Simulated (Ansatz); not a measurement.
# Li3Si2N: the cost of one run

Program: Ansatz 0.2.0. Level of theory: DFT PBE, scalar-relativistic, plane waves, PAW. These are calculated values, not measurements.

### Step 1. The structure to begin with

It takes space group Cmmm (No. 65, orthorhombic). Conventional cell: a = 4.379 Å, b = 6.699 Å, c = 6.223 Å, α = 90.00°, β = 90.00°, γ = 90.00°. Li (site symmetry mm2) has 2 Si at 1.88 Å as nearest neighbours. Around Li (site symmetry mmm) lie 4 Li at 2.62 Å. Si (site symmetry m2m) is surrounded by 1 Si at 1.69 Å and 2 Li at 1.88 Å. Around N (site symmetry mmm) lie 6 Si at 2.35 to 2.50 Å.

Structure file:

```cif
data_structure
_symmetry_space_group_name_H-M 'Cmmm'
_symmetry_Int_Tables_number 65
_cell_length_a 4.3792
_cell_length_b 6.6986
_cell_length_c 6.2232
_cell_angle_alpha 90.000
_cell_angle_beta 90.000
_cell_angle_gamma 90.000
_cell_volume 182.55
loop_
_atom_site_label
_atom_site_type_symbol
_atom_site_symmetry_multiplicity
_atom_site_Wyckoff_symbol
_atom_site_fract_x
_atom_site_fract_y
_atom_site_fract_z
_atom_site_occupancy
Li1 Li 4 k 0.00000 0.00000 0.26992 1
Li2 Li 2 c 0.50000 0.00000 0.50000 1
Si1 Si 4 i 0.50000 0.62615 0.00000 1
N1 N 2 b 0.50000 0.00000 0.00000 1
```

The cell is invented: random cell by space group and Wyckoff sites (Cmmm, No. 65). The dimensions are guesses.

### Step 2. The guess as it stands, on a coarse mesh

Contents of input.yaml:

```yaml
crystal:
  lattice:
    - [2.18959305, -3.34928869, 0.0]
    - [2.18959305, 3.34928869, 0.0]
    - [0.0, 0.0, 6.22323109]
  atoms:
    - { symbol: Li, position: [0.0, 0.0, 0.2699191] }
    - { symbol: Li, position: [0.0, 0.0, 0.7300809] }
    - { symbol: Li, position: [0.5, 0.5, 0.5] }
    - { symbol: Si, position: [0.87384681, 0.12615319, 0.0] }
    - { symbol: Si, position: [0.12615319, 0.87384681, 0.0] }
    - { symbol: "N", position: [0.5, 0.5, 0.0] }
basis:
  ecutwfc: 420
kpoints:
  mp_grid: { grid: [6, 6, 4] }
hamiltonian:
  xc: pbe
scf:
  occupations: { method: gaussian, width: 0.1 }
  lower_state_search: "off"
output:
  forces: true
  stress: true
  eigenvalues: true
```

The run is started by

```console
$ ansatz run input.yaml --threads 1 --pin off --max-ram 2560MiB --backend cpu --events-out ev --progress --plain --runs-dir out
```

**Question.** How long does this run take on 1 thread of AMD EPYC 9R45 (Zen 5), shared host, and how much memory does it need?

About 1.1 s, with a peak of 0.41 GiB.
